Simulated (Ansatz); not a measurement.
# TiWSe3: the cost of one run

Method: DFT PBE, scalar-relativistic, plane waves, PAW, in Ansatz 0.2.0.

## (1) The structure to begin with

Symmetry: Pm-3m, No. 221, cubic system. Conventional cell: a = 4.933 Å, b = 4.933 Å, c = 4.933 Å, α = 90.00°, β = 90.00°, γ = 90.00°. Ti (site symmetry m-3m) is surrounded by 12 Se at 3.49 Å. Around W (site symmetry m-3m) lie 6 Se at 2.47 Å. Se (site symmetry 4/mmm) has 2 W at 2.47 Å and 4 Ti at 3.49 Å in its first shell of neighbours.

Structure file:

```xyz
5
Lattice="4.9332 0.0000 0.0000 0.0000 4.9332 0.0000 0.0000 0.0000 4.9332" Properties=species:S:1:pos:R:3 pbc="T T T"
Ti    0.0000    0.0000    0.0000
W     2.4666    2.4666    2.4666
Se    2.4666    2.4666    0.0000
Se    0.0000    2.4666    2.4666
Se    2.4666    0.0000    2.4666
```

Recipe of the guess: species swapped into a database cell of Ce3InC (Pm-3m, No. 221), with Se on the Ce sites, Ti on the In sites and W on the C sites. The dimensions are guesses.

## (2) Probe: one point on a coarse mesh

Contents of input.yaml:

```yaml
crystal:
  lattice:
    - [4.9331912, 0.0, 0.0]
    - [0.0, 4.9331912, 0.0]
    - [0.0, 0.0, 4.9331912]
  atoms:
    - { symbol: Ti, position: [0.0, 0.0, 0.0], spin: 1.0 }
    - { symbol: W, position: [0.5, 0.5, 0.5] }
    - { symbol: Se, position: [0.5, 0.5, 0.0] }
    - { symbol: Se, position: [0.0, 0.5, 0.5] }
    - { symbol: Se, position: [0.5, 0.0, 0.5] }
basis:
  ecutwfc: 420
kpoints:
  mp_grid: { grid: [4, 4, 4] }
hamiltonian:
  xc: pbe
scf:
  occupations: { method: gaussian, width: 0.1 }
  lower_state_search: "off"
output:
  forces: true
  stress: true
  eigenvalues: true
  populations: true
magnetization:
  spin_polarized: true
```

The run is started by

```console
> ansatz run input.yaml --threads 1 --pin off --max-ram 2560MiB --backend cpu --events-out ev --progress --plain --runs-dir out
```

What time and memory should one allow on 1 thread of Arm Neoverse V2, shared host?

About 15 s, with a peak of 0.44 GiB.
